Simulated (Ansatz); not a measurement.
# AgCl (Chlorargyrite): how the settings move a calculation

Aim: see which settings change the result for AgCl (Chlorargyrite), by how much, and at what cost.

The COD entry's cell or inner coordinates are ideal or old and differ from later refinements, so a difference from it is no clean test against experiment.

Computed with Ansatz 0.2.0 (reference: DFT, PBE, plane-wave PAW, default files, scalar-relativistic, unless a step's input says otherwise).

## Step 1: The system as given

The structure is cubic, space group Fm-3m (No. 225). Conventional cell: a = 5.470 Å, b = 5.470 Å, c = 5.470 Å, α = 90.00°, β = 90.00°, γ = 90.00°. Ag (site symmetry m-3m) has 6 Cl at 2.73 Å as nearest neighbours. Around Cl (site symmetry m-3m) lie 6 Ag at 2.73 Å.

As a file:

```
Ag Cl
1.0
     0.00000    2.73500    2.73500
     2.73500    0.00000    2.73500
     2.73500    2.73500    0.00000
Ag Cl
1 1
Direct
  0.00000 0.00000 0.00000
  0.50000 0.50000 0.50000
```

## Step 2: Reference

input.yaml reads:

```yaml
crystal:
  lattice:
    - [0.0, 2.735, 2.735]
    - [2.735, 0.0, 2.735]
    - [2.735, 2.735, 0.0]
  atoms:
    - { symbol: Ag, position: [0.0, 0.0, 0.0] }
    - { symbol: Cl, position: [0.5, 0.5, 0.5] }
kpoints:
  mp_grid: { grid: [9, 9, 9] }
scf:
  occupations: { method: fermi_dirac, width: 0.02 }
hamiltonian:
  xc: pbe
  pseudopotentials: { kind: paw }
output:
  forces: true
  stress: true
  populations: true
  efg:
    quadrupole_moments_barn: { Cl: -0.08112 }
    contact_densities: true
relax:
  f_tol: 0.02
  max_steps: 60
```

Started as:

```sh
$ ansatz run input.yaml --threads 1 --pin off --max-ram 3072MiB --backend cpu --events-out ev --progress --plain --runs-dir out
```

## Step 3: Changed: occupations.width 0.01, eigensolver.kind davidson, xc r2scan

input.yaml, as its differences from that of step 2:

```diff
@@ -11,5 +11,6 @@
 scf:
-  occupations: { method: fermi_dirac, width: 0.02 }
+  occupations: { method: fermi_dirac, width: 0.01 }
+  eigensolver: { kind: davidson }
 hamiltonian:
-  xc: pbe
+  xc: r2scan
   pseudopotentials: { kind: paw }
@@ -22,4 +23 @@
     contact_densities: true
-relax:
-  f_tol: 0.02
-  max_steps: 60
```

## Step 4: Changed: mp_grid.grid [7, 7, 7], lower_state_search standard

input.yaml, as its differences from that of step 2:

```diff
@@ -9,5 +9,6 @@
 kpoints:
-  mp_grid: { grid: [9, 9, 9] }
+  mp_grid: { grid: [7, 7, 7] }
 scf:
   occupations: { method: fermi_dirac, width: 0.02 }
+  lower_state_search: standard
 hamiltonian:
@@ -22,4 +23 @@
     contact_densities: true
-relax:
-  f_tol: 0.02
-  max_steps: 60
```

**Question.** What will these runs give? Wanted: for each run, ending; energy change; pressure; gap; force.

The runs gave:

| run | ending | energy change | pressure (GPa) | gap (eV) | force (eV/Å) | cycles | time |
| --- | --- | --- | --- | --- | --- | --- | --- |
| reference | converged | 0 | 3.9 | 0.95 | 0.00 | 6 | 2.6 s |
| 1: occupations.width 0.01, eigensolver.kind davidson, xc r2scan | converged | not comparable | 2.3 | 1.53 | 0.00 | 6 | 5 s |
| 2: mp_grid.grid [7, 7, 7], lower_state_search standard | converged | +0.1 meV/atom | 3.9 | 0.99 | 0.00 | 6 | 2 s |

What this shows: «mp_grid.grid [7, 7, 7], lower_state_search standard» moves the energy by +0.1 meV/atom. Of the variants the dearest is «occupations.width 0.01, eigensolver.kind davidson, xc r2scan» (5 s), the cheapest «mp_grid.grid [7, 7, 7], lower_state_search standard» (2 s), on a shared host. Symmetry fixes the atoms and the cell is held, so no setting can move this relaxation. 

These are semilocal Kohn-Sham gaps, which aren't the measured quantity. Such gaps usually fall short of the measured ones.
